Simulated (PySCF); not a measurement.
# C₃H₇NSi: electronic excitations and core binding energies

Aim: predict the electronic excitations and core binding energies of C₃H₇NSi (`C[C@H]([SiH3])C#N`).

Computed with PySCF 2.14.0, with density-fitted response routines of our own, on a single molecule in the gas phase. Atoms count from 0, in the outputs and in this text.

### Step 1. The molecule as given

12 atoms, charge 0, multiplicity 1; geometry from: GFN2-xTB.

Bonds of the start (Å): C0–C1 1.53, C1–Si2 1.93, C1–C3 1.43, C3–N4 1.15, C0–H5 1.09, C0–H6 1.09, C0–H7 1.09, C1–H8 1.10, Si2–H9 1.46, Si2–H10 1.46, Si2–H11 1.46.

### Step 2. Excited states and response: PBE0/def2-SVPD

What the job is given:

```
{"job": {"kind": "uv", "xc": "PBE0", "basis": "def2-SVPD", "nstates": 8, "ntriplets": 3}, "charge": 0, "multiplicity": 1}
C     -0.880175    -0.829385     0.802408
C     -0.409202     0.023116    -0.379456
Si     1.510591     0.139809    -0.476667
C     -0.946898     1.345928    -0.277286
N     -1.355924     2.410561    -0.175416
H     -0.542116    -0.399338     1.743253
H     -0.479545    -1.837665     0.719567
H     -1.967908    -0.891134     0.827783
H     -0.788114    -0.411589    -1.311438
H      2.003893     0.744116     0.758558
H      1.863429     0.940377    -1.646013
H      1.993167    -1.235482    -0.611319
```

Level: TDDFT PBE0/def2-SVPD, vertical, gas phase, core orbitals frozen in the response.

Launch:

```bash
> OMP_NUM_THREADS=1 python probes_run.py task.json out
```

This one command runs all jobs of the session in turn.

**Question.** This job is followed by: delta-SCF UKS SCAN, pcX-2 on the ionised atom, pcseg-1 elsewhere, spin-free X2C. What will the session give for the following? lowest singlet (PBE0/def2-SVPD); brightest single state of those computed; lowest triplet; surface potential, 1st and 99th percentile; C1s binding energies, SCAN/pcX-2; Si1s binding energies, SCAN/pcX-2; Si2p binding energies, SCAN/pcX-2; N1s binding energies, SCAN/pcX-2.

The runs gave:

| quantity | value |
| --- | --- |
| lowest singlet (PBE0/def2-SVPD) | 7.32 eV (169 nm), f = 0.005 |
| brightest single state of those computed | state 6, 8.40 eV, f = 0.098 |
| lowest triplet | 6.29 eV |
| surface potential, 1st and 99th percentile | -1.88 V and 1.41 V |
| C1s binding energies, SCAN/pcX-2 | C3 292.01, C1 291.73, C0 291.34 eV |
| Si1s binding energies, SCAN/pcX-2 | Si2 1846.94 eV |
| Si2p binding energies, SCAN/pcX-2 | Si2 107.46 eV |
| N1s binding energies, SCAN/pcX-2 | N4 404.66 eV |

What this shows: The lowest singlet, at 7.32 eV, is HOMO→LUMO 0.65, HOMO→LUMO+3 0.15 and is weak; of the 8 states computed, the strongest absorption comes from state 6 at 8.40 eV. The lowest triplet lies 1.03 eV below the lowest singlet (triplets in Tamm-Dancoff, singlets in full TDDFT). C3 (nitrile carbon) binds its C1s electron 0.67 eV more tightly than C0 (methyl carbon).
